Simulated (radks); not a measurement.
**Cu⁴⁺ in [Ar] 3d7: an all-electron calculation**

An exercise on one series of results from a longer session: the logs are not shown, and one member is left open.

Method: Dirac Kohn-Sham, Wu-Cohen GGA, spin-unpolarised, spherical densities, finite nucleus; open shells fill j = l - 1/2 first. Code: radks (a radial shooting solver on a logarithmic mesh, Libxc functionals) version 1.

## The system

```
element            : copper (Z = 29)
charge             : +4
electrons          : 25
configuration      : [Ar] 3d7
nuclear rms radius : 3.8823 fm
```

Set-up of the first run:

The run's settings:

```text
Z 29
configuration [Ar] 3d7 4s0 4p0
relativity Dirac
functional wc,pbe
spin unpolarised
j_filling energy
nucleus finite rms 3.8823 fm
c 137.035999084
```

Started as:

```sh
python run_ks.py task.json out
```

All runs below come from this command, one after another.

One of the session's tables, all rows but one given; the rest of the session is left out.

It belongs to the step «Orbitals and density». From the orbitals of this run (lengths in bohr):

```
level      <r>  outermost maximum (interpolated)  90 % within  nodes
1s1/2  0.05215                            0.0341       0.0932      0
2s1/2   0.2351                             0.197        0.364      1
2p1/2        ?                                 ?            ?      ?
2p3/2   0.2075                             0.159        0.339      0
3s1/2   0.6995                             0.610         1.04      2
3p1/2   0.7198                             0.608         1.10      1
3p3/2   0.7291                             0.616         1.12      1
3d3/2   0.8024                             0.575         1.34      0
3d5/2   0.8060                             0.577         1.34      0
4s1/2    1.905                              1.72         2.76      3
4p1/2    2.131                              1.92         3.10      2
4p3/2    2.149                              1.94         3.13      2
```

Estimate the missing values for 2p1/2.

The run gave: <r>: 0.2042; outermost maximum (interpolated): 0.156; 90 % within: 0.335; nodes: 0. In the column «<r>» it lies between 1s1/2 (0.05215) and 2p3/2 (0.2075).

To keep in mind: Spin polarisation and multiplet splitting are left out.
